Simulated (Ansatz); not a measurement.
# Cs2Al2H15N8: the cost of one run

Program: Ansatz 0.2.0. Level of theory: DFT PBEsol, plane waves, PAW, scalar-relativistic, no spin polarisation. These are calculated values, not measurements.

## (1) The structure to begin with

The cell holds 27 atoms (Al2Cs2H15N8): a = 7.581 Å, b = 7.581 Å, c = 5.315 Å, α = 90.00°, β = 90.00°, γ = 90.00°.

The coordinates stand in the first input below.

## (2) Run 1

230 steps of 0.75 fs under a Langevin thermostat at 700 K.

Contents of input.yaml:

```yaml
accuracy: low
crystal:
  lattice:
    - [7.581137, 0.0, 0.0]
    - [0.0, 7.581137, 0.0]
    - [0.0, 0.0, 5.314711]
  atoms:
    - { symbol: Cs, position: [0.0, 0.5, 0.7545058] }
    - { symbol: Cs, position: [0.5, 0.0, 0.2454942] }
    - { symbol: Al, position: [0.5, 0.5, 0.0] }
    - { symbol: Al, position: [0.0, 0.0, 0.0] }
    - { symbol: H, position: [0.1776275, 0.0233867, 0.599406] }
    - { symbol: H, position: [0.8223725, 0.9766133, 0.599406] }
    - { symbol: H, position: [0.4766133, 0.6776275, 0.599406] }
    - { symbol: H, position: [0.3223725, 0.4766133, 0.400594] }
    - { symbol: H, position: [0.6776275, 0.5233867, 0.400594] }
    - { symbol: H, position: [0.9766133, 0.1776275, 0.400594] }
    - { symbol: H, position: [0.0233867, 0.8223725, 0.400594] }
    - { symbol: H, position: [0.2785407, 0.1595249, 0.7985779] }
    - { symbol: H, position: [0.7214593, 0.8404751, 0.7985779] }
    - { symbol: H, position: [0.6595249, 0.2214593, 0.7985779] }
    - { symbol: H, position: [0.3404751, 0.7785407, 0.7985779] }
    - { symbol: H, position: [0.2214593, 0.3404751, 0.2014221] }
    - { symbol: H, position: [0.7785407, 0.6595249, 0.2014221] }
    - { symbol: H, position: [0.8404751, 0.2785407, 0.2014221] }
    - { symbol: H, position: [0.1595249, 0.7214593, 0.2014221] }
    - { symbol: "N", position: [0.170082, 0.0808768, 0.7735956] }
    - { symbol: "N", position: [0.829918, 0.9191232, 0.7735956] }
    - { symbol: "N", position: [0.5808768, 0.329918, 0.7735956] }
    - { symbol: "N", position: [0.4191232, 0.670082, 0.7735956] }
    - { symbol: "N", position: [0.329918, 0.4191232, 0.2264044] }
    - { symbol: "N", position: [0.670082, 0.5808768, 0.2264044] }
    - { symbol: "N", position: [0.9191232, 0.170082, 0.2264044] }
    - { symbol: "N", position: [0.0808768, 0.829918, 0.2264044] }
basis:
  ecutwfc: 420.0
kpoints:
  mp_grid: { grid: [1, 1, 2] }
hamiltonian:
  xc: pbesol
scf:
  occupations: { method: fermi_dirac, width: 0.05 }
  lower_state_search: "off"
md:
  timestep: 0.75
  n_steps: 230
  ensemble: nvt_langevin
  temperature: 700.0
  initial_velocities: maxwell_boltzmann
  seed: 511886
  friction: 0.01
```

Started as:

```
$ ansatz run input.yaml --threads 1 --pin off --max-ram 3072MiB --backend cpu --events-out ev --progress --plain --runs-dir out
```

**Question.** How long does this run take on 1 thread of Arm Neoverse V2, shared host, and how much memory does it need?

About 11 min, with a peak of 0.59 GiB.
